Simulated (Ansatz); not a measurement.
# YTlI4 (F-43m) in Ansatz: further runs

Aim: see how the results for YTlI4 move with the level of theory and the settings. Levels: r2SCAN, revPBE+D4+U. Tasks: projected density of states, band structure.

Everything below comes from runs of Ansatz 0.2.0. Logs are shortened: lines on timing, memory, paths and dates and some standing lists are left out, and cuts for length are marked.

## 1. The cell of the first run

Symmetry: F-43m, No. 216, cubic system. The conventional cell has a = 9.592 Å, b = 9.592 Å, c = 9.592 Å, α = 90.00°, β = 90.00°, γ = 90.00°. Y (site symmetry -43m) has 12 I at 3.98 Å and 4 Tl at 4.15 Å as nearest neighbours. Tl (site symmetry -43m) has 12 I at 3.97 Å and 4 Y at 4.15 Å as nearest neighbours. Around I (site symmetry 3m) lie 6 I at 3.37 to 3.41 Å.

The cell was built by a generator and needn't be a form met in nature.

## 2. Projected density of states, r2SCAN, spin-orbit coupling, no magnetisation (as made, not relaxed: species swapped into the LuInNi4 type (F-43m, No. 216))

File run.py:

```python
import json

import ase.io
import numpy as np

import ansatz as az

atoms = ase.io.read("POSCAR", format="vasp")

calculation = (
    az.Crystal.from_ase(atoms)
    .calculation()
    .kpoints(3, 3, 3)
    .functional("r2scan")
    .pseudopotentials(kind="paw_fr")
    .spin("noncollinear", soc=True)
    .scf(extra_bands=15)
    .mixing(preconditioner="ldos")
    .occupations(method="fermi_dirac", width=0.05)
    .density_of_states(energy_step=0.05, projected=True, nscf_kmesh=(5, 5, 5))
    .forces()
    .stress()
    .band_table(publish=True)
)
outcome = calculation.run(threads=2, events_out="events.jsonl")

report = outcome.report
for line in open("events.jsonl"):
    event = json.loads(line)
    if event["event"] == "scf_iter":
        d = event["data"]
        print(f"SCF {d['iter']:3d}  HF = {d['harris_foulkes_ev']:.6f} eV  dr2 = {d['dr2_ev']:.2e} eV")
    elif event["event"] in ("relax_step", "md_step"):
        d = event["data"]
        print(f"{event['event']} {d['step']:3d}  E = {d['lagrangian_ev']:.6f} eV")
np.set_printoptions(precision=5, suppress=True, linewidth=110)
print("converged:", report["converged"], "after", report["n_iterations"], "iterations")
print(f"free energy {report['free_energy_ev']:.6f} eV, Fermi level {report['fermi_energy_ev']:.4f} eV")
for key in ("band_edges_ev", "magnetization_mub", "site_moments_mub", "site_moments_nc_mub", "forces_ev_ang",
                "stress_gpa"):
    if report.get(key) is not None:
        print(key, np.array(report[key]), sep="\n")
```

File POSCAR:

```
YTlI4
1.0
    0.0000000000      4.7959590200      4.7959590200
    4.7959590200      0.0000000000      4.7959590200
    4.7959590200      4.7959590200      0.0000000000
Y Tl I
1 1 4
Direct
    0.5000000000      0.5000000000      0.5000000000
    0.7500000000      0.7500000000      0.7500000000
    0.1242427200      0.1242427200      0.1242427200
    0.6272718300      0.1242427200      0.1242427200
    0.1242427200      0.6272718300      0.1242427200
    0.1242427200      0.1242427200      0.6272718300
```

Potentials or basis: Ansatz PAW.

Command:

```
$ python run.py
```

The program printed:

```text
DeckWarning: basis.ecutwfc = 500 eV, auto-derived from the records' recommended cutoffs: set by Y (their level for a meta-GGA)
PlacementWarning: RAYON_NUM_THREADS=2 ignored (pool sized by the plan → 2); use plan(threads=…)
SCF   1  HF = -45349.739051 eV  dr2 = 5.91e+01 eV
SCF   2  HF = -45346.195629 eV  dr2 = 3.18e+01 eV
SCF   3  HF = -45343.430305 eV  dr2 = 2.73e+00 eV
SCF   4  HF = -45343.472111 eV  dr2 = 3.92e-01 eV
SCF   5  HF = -45343.512782 eV  dr2 = 2.54e-02 eV
SCF   6  HF = -45343.522708 eV  dr2 = 3.35e-02 eV
SCF   7  HF = -45343.520051 eV  dr2 = 2.08e-03 eV
SCF   8  HF = -45343.520160 eV  dr2 = 5.53e-04 eV
SCF   9  HF = -45343.520171 eV  dr2 = 9.56e-05 eV
SCF  10  HF = -45343.520129 eV  dr2 = 1.85e-05 eV
SCF  11  HF = -45343.520128 eV  dr2 = 3.08e-06 eV
SCF  12  HF = -45343.520128 eV  dr2 = 2.26e-07 eV
SCF  13  HF = -45343.520128 eV  dr2 = 7.19e-09 eV
converged: True after 13 iterations
free energy -45343.520128 eV, Fermi level 8.1888 eV
magnetization_mub
0.0
site_moments_nc_mub
[[0. 0. 0.]
 [0. 0. 0.]
 [0. 0. 0.]
 [0. 0. 0.]
 [0. 0. 0.]
 [0. 0. 0.]]
forces_ev_ang
[[ 0.      -0.       0.     ]
 [-0.      -0.      -0.     ]
 [ 0.16546  0.16546  0.16546]
 [ 0.16546 -0.16546 -0.16546]
 [-0.16546  0.16546 -0.16546]
 [-0.16546 -0.16546  0.16546]]
stress_gpa
[[ 1.99802 -0.       0.     ]
 [-0.       1.99802 -0.     ]
 [ 0.      -0.       1.99802]]
```

dos.tsv:

```text
# E-E_F[eV]	g_bin_mean(E)[states/eV]	N(E)
# format = ansatz-dos/2
# fermi_ev = 8.166636
# fermi_mp_grid = 5 5 5
# fermi_mp_shift = 0 0 0
# nscf_kmesh_grid = 5 5 5
# nscf_kmesh_shift = 0 0 0
# levels_connected = by_index
# tetrahedron_fermi_ev = 8.144491
# g_bin_mean(E): the states in a bin one row spacing wide, centred on E, divided by that spacing. States that the method places at a single energy (under output.dos.method: tetrahedron, those of a tetrahedron whose four corners have one energy) are counted whole in the row whose bin holds that energy (on the edge of two bins, in the lower row). The sum of g_bin_mean over a run of rows, times the row spacing, is the number of states from half a spacing under the first of them to half a spacing over the last (a plain sum, not the trapezoid rule).
-47.772323	0.000000e0	0.000000e0
-47.722323	0.000000e0	0.000000e0
-47.672323	0.000000e0	0.000000e0
-47.622323	0.000000e0	0.000000e0
-47.572323	0.000000e0	0.000000e0
-47.522323	0.000000e0	0.000000e0
[... 1016 lines left out ...]
3.327677	0.000000e0	1.070000e2
3.377677	0.000000e0	1.070000e2
```

engine_input.yaml:

```text
crystal:
  lattice:
    - [0.0, 4.79595902, 4.79595902]
    - [4.79595902, 0.0, 4.79595902]
    - [4.79595902, 4.79595902, 0.0]
  atoms:
    - { symbol: "Y", position: [0.5, 0.5, 0.5] }
    - { symbol: Tl, position: [0.75, 0.75, 0.75] }
    - { symbol: I, position: [0.12424272, 0.12424272, 0.12424272] }
    - { symbol: I, position: [0.6272718299999999, 0.12424272, 0.12424272] }
    - { symbol: I, position: [0.12424272000000006, 0.62727183, 0.12424271999999996] }
    - { symbol: I, position: [0.12424272, 0.12424272, 0.62727183] }
kpoints:
  mp_grid:
    grid: [3, 3, 3]
hamiltonian:
  xc: r2scan
  pseudopotentials:
    kind: paw_fr
magnetization:
  noncollinear: true
  spin_orbit: true
scf:
  n_extra_bands: 15
  mixing:
    preconditioner: ldos
  occupations:
    method: fermi_dirac
    width: 0.05
output:
  dos:
    de: 0.05
    projected: true
    nscf_kmesh:
      grid: [5, 5, 5]
  forces: true
  stress: true
  eigenvalues: true
```

It took 72 s on 2 threads of Intel Xeon Platinum 8488C (Sapphire Rapids), shared host; peak memory 2.2 GiB.

What came out:

| Property | Result |
| --- | --- |
| Free energy | -45343.5201 eV |
| Pressure | 2.0 GPa |
| Largest force | 0.287 eV/Å |
| Band gap on the k mesh | none (metal or under the smearing width) |
| Density of states at the Fermi level | 10.41 states/eV per cell |

Forces on the atoms (eV/Å):
```
Y    0.000  0.000  0.000
Tl   0.000  0.000  0.000
I    0.165  0.165  0.165
I    0.165 -0.165 -0.165
I   -0.165  0.165 -0.165
I   -0.165 -0.165  0.165
```

Levels at points of the mesh, in eV from the Fermi level:
| k point | band 89 | band 90 | band 91 | band 92 | band 93 | band 94 | band 95 | band 96 |
| --- | --- | --- | --- | --- | --- | --- | --- | --- |
| (0.00, 0.00, 0.00) | -0.06 | -0.06 | 0.06 | 0.06 | 0.06 | 0.06 | 0.47 | 0.47 |

States per cell in windows of 1 eV (zero at the Fermi level; states under -8 eV left out):
| from (eV) | total | I 5p j=1.5 | I 5p j=0.5 | Y 4d j=2.5 | Y 4d j=1.5 | Tl 6s j=0.5 | Tl 6p j=0.5 |
| --- | --- | --- | --- | --- | --- | --- | --- |
| -8.0 | 0.00 | 0.00 | 0.00 | 0.00 | 0.00 | 0.00 | 0.00 |
| -7.0 | 2.01 | 0.27 | 0.18 | 0.03 | 0.02 | 1.43 | 0.00 |
| -6.0 | 2.01 | 0.94 | 0.86 | 0.01 | 0.00 | 0.08 | 0.01 |
| -5.0 | 5.00 | 1.96 | 2.29 | 0.09 | 0.03 | 0.17 | 0.08 |
| -4.0 | 4.98 | 2.94 | 1.29 | 0.09 | 0.11 | 0.20 | 0.08 |
| -3.0 | 3.86 | 2.40 | 1.00 | 0.12 | 0.10 | 0.02 | 0.03 |
| -2.0 | 3.29 | 2.25 | 0.71 | 0.10 | 0.06 | 0.01 | 0.02 |
| -1.0 | 4.34 | 2.26 | 0.92 | 0.29 | 0.16 | 0.01 | 0.22 |
| 0.0 | 8.43 | 1.57 | 0.34 | 2.59 | 2.16 | 0.05 | 0.43 |
| 1.0 | 5.38 | 0.65 | 0.15 | 2.22 | 1.09 | 0.02 | 0.54 |
| 2.0 | 1.71 | 0.11 | 0.04 | 0.19 | 0.11 | 0.00 | 0.37 |
| 3.0 | 0.00 | 0.00 | 0.00 | 0.00 | 0.00 | 0.00 | 0.00 |
| 4.0 | 0.00 | 0.00 | 0.00 | 0.00 | 0.00 | 0.00 | 0.00 |
| 5.0 | 0.00 | 0.00 | 0.00 | 0.00 | 0.00 | 0.00 | 0.00 |
| 6.0 | 0.00 | 0.00 | 0.00 | 0.00 | 0.00 | 0.00 | 0.00 |
| 7.0 | 0.00 | 0.00 | 0.00 | 0.00 | 0.00 | 0.00 | 0.00 |

Caveat: the k mesh is coarse (spacing up to 0.38 Å⁻¹), so the values aren't converged; the PAW data sets were made with another functional, which shifts forces and pressure a little.

## 3. Band structure, revPBE+D4+U, spin-orbit coupling, no magnetisation (as made, not relaxed: species swapped into the LuInNi4 type (F-43m, No. 216))

Edit run.py of step 2 so:

```diff
@@ -4,2 +4,3 @@
 import numpy as np
+import spglib
 
@@ -7,3 +8,5 @@
 
-atoms = ase.io.read("POSCAR", format="vasp")
+atoms = ase.io.read("YTlI4.cif")
+cell, frac, numbers = spglib.find_primitive((atoms.cell[:], atoms.get_scaled_positions(), atoms.numbers), symprec=1e-5)
+atoms = ase.Atoms(numbers, cell=cell, scaled_positions=frac, pbc=True)
 
@@ -12,10 +15,14 @@
     .calculation()
-    .kpoints(3, 3, 3)
-    .functional("r2scan")
+    .kpoints(4, 4, 4)
+    .functional("revpbe", dispersion="d4")
     .pseudopotentials(kind="paw_fr")
+    .hubbard(projectors="ortho-atomic", double_counting="fll")
+    .hubbard("Y", "d", u_eff=6.2)
     .spin("noncollinear", soc=True)
     .scf(extra_bands=15)
-    .mixing(preconditioner="ldos")
-    .occupations(method="fermi_dirac", width=0.05)
-    .density_of_states(energy_step=0.05, projected=True, nscf_kmesh=(5, 5, 5))
+    .occupations(method="methfessel_paxton", width=0.05)
+    .band_structure(path=(((0.0, 0.0, 0.0), (0.5, 0.0, 0.5), (0.5, 0.25, 0.75), (0.375, 0.375, 0.75), (0.0, 0.0,
+        0.0), (0.5, 0.5, 0.5), (0.625, 0.25, 0.625), (0.5, 0.25, 0.75), (0.5, 0.5, 0.5), (0.375, 0.375, 0.75)),
+        ((0.625, 0.25, 0.625), (0.5, 0.0, 0.5))), intervals=14)
+    .fat_bands()
     .forces()
```

File YTlI4.cif:

```cif
data_YTlI4
_cell_length_a 9.59191804
_cell_length_b 9.59191804
_cell_length_c 9.59191804
_cell_angle_alpha 90.00000000
_cell_angle_beta 90.00000000
_cell_angle_gamma 90.00000000
_space_group_name_H-M_alt 'F-43m'
_space_group_name_Hall 'F -4 2 3'
_space_group_IT_number 216
loop_
_space_group_symop_operation_xyz
'x,y,z'
'y,-x,-z'
'-x,-y,z'
'-y,x,-z'
'x,-y,-z'
'y,x,z'
'-x,y,-z'
'-y,-x,z'
'z,x,y'
'-z,y,-x'
'z,-x,-y'
'-z,-y,x'
'-z,x,-y'
'z,y,x'
'-z,-x,y'
'z,-y,-x'
'y,z,x'
'-x,-z,y'
'-y,z,-x'
'x,-z,-y'
'-y,-z,x'
'x,z,y'
'y,-z,-x'
'-x,z,-y'
'x,y+1/2,z+1/2'
'y,-x+1/2,-z+1/2'
'-x,-y+1/2,z+1/2'
'-y,x+1/2,-z+1/2'
'x,-y+1/2,-z+1/2'
'y,x+1/2,z+1/2'
'-x,y+1/2,-z+1/2'
'-y,-x+1/2,z+1/2'
'z,x+1/2,y+1/2'
'-z,y+1/2,-x+1/2'
'z,-x+1/2,-y+1/2'
'-z,-y+1/2,x+1/2'
'-z,x+1/2,-y+1/2'
'z,y+1/2,x+1/2'
'-z,-x+1/2,y+1/2'
'z,-y+1/2,-x+1/2'
'y,z+1/2,x+1/2'
'-x,-z+1/2,y+1/2'
'-y,z+1/2,-x+1/2'
'x,-z+1/2,-y+1/2'
'-y,-z+1/2,x+1/2'
'x,z+1/2,y+1/2'
'y,-z+1/2,-x+1/2'
'-x,z+1/2,-y+1/2'
'x+1/2,y,z+1/2'
'y+1/2,-x,-z+1/2'
'-x+1/2,-y,z+1/2'
'-y+1/2,x,-z+1/2'
'x+1/2,-y,-z+1/2'
'y+1/2,x,z+1/2'
'-x+1/2,y,-z+1/2'
'-y+1/2,-x,z+1/2'
'z+1/2,x,y+1/2'
'-z+1/2,y,-x+1/2'
'z+1/2,-x,-y+1/2'
'-z+1/2,-y,x+1/2'
'-z+1/2,x,-y+1/2'
'z+1/2,y,x+1/2'
'-z+1/2,-x,y+1/2'
'z+1/2,-y,-x+1/2'
'y+1/2,z,x+1/2'
'-x+1/2,-z,y+1/2'
'-y+1/2,z,-x+1/2'
'x+1/2,-z,-y+1/2'
'-y+1/2,-z,x+1/2'
'x+1/2,z,y+1/2'
'y+1/2,-z,-x+1/2'
'-x+1/2,z,-y+1/2'
'x+1/2,y+1/2,z'
'y+1/2,-x+1/2,-z'
'-x+1/2,-y+1/2,z'
'-y+1/2,x+1/2,-z'
'x+1/2,-y+1/2,-z'
'y+1/2,x+1/2,z'
'-x+1/2,y+1/2,-z'
'-y+1/2,-x+1/2,z'
'z+1/2,x+1/2,y'
'-z+1/2,y+1/2,-x'
'z+1/2,-x+1/2,-y'
'-z+1/2,-y+1/2,x'
'-z+1/2,x+1/2,-y'
'z+1/2,y+1/2,x'
'-z+1/2,-x+1/2,y'
'z+1/2,-y+1/2,-x'
'y+1/2,z+1/2,x'
'-x+1/2,-z+1/2,y'
'-y+1/2,z+1/2,-x'
'x+1/2,-z+1/2,-y'
'-y+1/2,-z+1/2,x'
'x+1/2,z+1/2,y'
'y+1/2,-z+1/2,-x'
'-x+1/2,z+1/2,-y'
loop_
_atom_site_label
_atom_site_type_symbol
_atom_site_symmetry_multiplicity
_atom_site_Wyckoff_symbol
_atom_site_fract_x
_atom_site_fract_y
_atom_site_fract_z
_atom_site_occupancy
Y1 Y 4 b 0.5000000000 0.0000000000 0.0000000000 1
Tl1 Tl 4 c 0.2500000000 0.2500000000 0.2500000000 1
I1 I 16 e 0.1242427200 0.3757572800 0.6242427200 1
```

Potentials or basis: Ansatz PAW.

Command:

```
$ python run.py
```

The program printed:

```text
DeckWarning: basis.ecutwfc = 420 eV, auto-derived from the records' recommended cutoffs: set by Y (normal level)
PlacementWarning: RAYON_NUM_THREADS=2 ignored (pool sized by the plan → 2); use plan(threads=…)
RunWarning: dispersion: an atom stands within reach of a switch of its C6 between two reference coordination numbers of its element: through that C6 alone, e_disp changes by 0.025 eV or more while the distances to its neighbours run over a stretch of 0.05 Å that contains this geometry (sites counted from 0 in the run's list of atoms or, in a supercell that it derives, in that cell's: here a list of 6) — site 0 (Y): coordination  [...]
RunWarning: pass on a band path, mesh or list of k-points: the 142 k-points are solved 72 at a time at the most, because the 4.09 GiB of host memory that the pass is priced against does not hold them all with the solver's workspace as planned. The pass can take longer, above all where fewer k-points are solved at a time than the run has threads. As a rule a larger memory budget leaves room for more at once. The budget is ten ele [...]
SCF   1  HF = -45437.622605 eV  dr2 = 2.07e+01 eV
SCF   2  HF = -45435.500167 eV  dr2 = 7.72e+00 eV
SCF   3  HF = -45434.023372 eV  dr2 = 2.79e-01 eV
SCF   4  HF = -45433.994028 eV  dr2 = 4.48e-02 eV
SCF   5  HF = -45433.985003 eV  dr2 = 3.57e-03 eV
SCF   6  HF = -45433.984621 eV  dr2 = 3.08e-04 eV
SCF   7  HF = -45433.984611 eV  dr2 = 3.77e-05 eV
SCF   8  HF = -45433.984525 eV  dr2 = 3.55e-06 eV
SCF   9  HF = -45433.984526 eV  dr2 = 1.40e-07 eV
SCF  10  HF = -45433.984526 eV  dr2 = 2.98e-08 eV
converged: True after 10 iterations
free energy -45433.984526 eV, Fermi level 8.6352 eV
magnetization_mub
0.0
site_moments_nc_mub
[[0. 0. 0.]
 [0. 0. 0.]
 [0. 0. 0.]
 [0. 0. 0.]
 [0. 0. 0.]
 [0. 0. 0.]]
forces_ev_ang
[[-0.       0.       0.     ]
 [-0.       0.      -0.     ]
 [ 0.18207 -0.18207  0.18207]
 [-0.18207 -0.18207 -0.18207]
 [-0.18207  0.18207  0.18207]
 [ 0.18207  0.18207 -0.18207]]
stress_gpa
[[ 4.98466  0.       0.     ]
 [ 0.       4.98466 -0.     ]
 [ 0.      -0.       4.98466]]
```

occupation_matrices:

```text
[... 36 lines left out ...]
      - [[5.421010862427522e-20, -6.098637220230962e-20], [-2.795208725939191e-20, 0.0004225358821243866], [0.0004225358821243866, -2.964615315390051e-20], [-3.8116482626443515e-20, -9.486769009248164e-20], [-2.879912020664621e-20, 0.0], [6.776263578034403e-21, 2.371692252312041e-19], [-1.1519648082658485e-19, 5.971582278142817e-20], [5.590417451878382e-20, -6.776263578034403e-20], [-2.0328790734103208e-20, 0.0020031054060956274], [0.044486768940861204, -2.349109608479469e-53]]
```

Wall time 6.8 min (2 threads of Intel Xeon Platinum 8488C (Sapphire Rapids), shared host); peak memory 3.4 GiB.

Results:

```
Free energy             : -45433.9845 eV
Pressure                : 5.0 GPa
Largest force           : 0.315 eV/Å
Band gap along the path : none (metal or under the smearing width)
```

Forces in eV/Å, atoms in the order of the input:
```
Y    0.000  0.000  0.000
Tl   0.000  0.000  0.000
I    0.182 -0.182  0.182
I   -0.182 -0.182 -0.182
I   -0.182  0.182  0.182
I    0.182  0.182 -0.182
```

Levels at the corners of the path, in eV from the Fermi level:
| point | band 88 | band 89 | band 90 | band 91 | band 92 | band 93 | band 94 | band 95 | band 96 | band 97 |
| --- | --- | --- | --- | --- | --- | --- | --- | --- | --- | --- |
| Γ | -0.57 | -0.42 | -0.42 | -0.19 | -0.19 | 0.23 | 0.23 | 0.23 | 0.23 | 0.50 |
| X | -2.34 | -0.19 | -0.19 | -0.03 | -0.03 | 0.21 | 0.21 | 0.78 | 0.78 | 1.15 |
| W | -1.56 | -0.81 | -0.73 | -0.57 | -0.43 | 0.23 | 0.31 | 0.33 | 0.74 | 0.97 |
| K | -1.73 | -0.84 | -0.78 | -0.21 | -0.02 | 0.22 | 0.25 | 0.36 | 0.75 | 0.99 |
| Γ | -0.57 | -0.42 | -0.42 | -0.19 | -0.19 | 0.23 | 0.23 | 0.23 | 0.23 | 0.50 |
| L | -0.75 | -0.66 | -0.66 | -0.05 | -0.05 | 0.30 | 0.30 | 0.80 | 0.80 | 1.31 |
| U | -1.73 | -0.84 | -0.78 | -0.21 | -0.02 | 0.22 | 0.25 | 0.36 | 0.75 | 0.99 |
| W | -1.56 | -0.81 | -0.73 | -0.57 | -0.43 | 0.23 | 0.31 | 0.33 | 0.74 | 0.97 |
| L | -0.75 | -0.66 | -0.66 | -0.05 | -0.05 | 0.30 | 0.30 | 0.80 | 0.80 | 1.31 |
| K | -1.73 | -0.84 | -0.78 | -0.21 | -0.02 | 0.22 | 0.25 | 0.36 | 0.75 | 0.99 |
| U | -1.73 | -0.84 | -0.78 | -0.21 | -0.02 | 0.22 | 0.25 | 0.36 | 0.75 | 0.99 |
| X | -2.34 | -0.19 | -0.19 | -0.03 | -0.03 | 0.21 | 0.21 | 0.78 | 0.78 | 1.15 |

Caveat: the potentials were made for another functional, which shifts forces and pressure; U without spin polarisation on a metal has little footing; pairwise dispersion overbinds metals, which lowers pressure and volume.
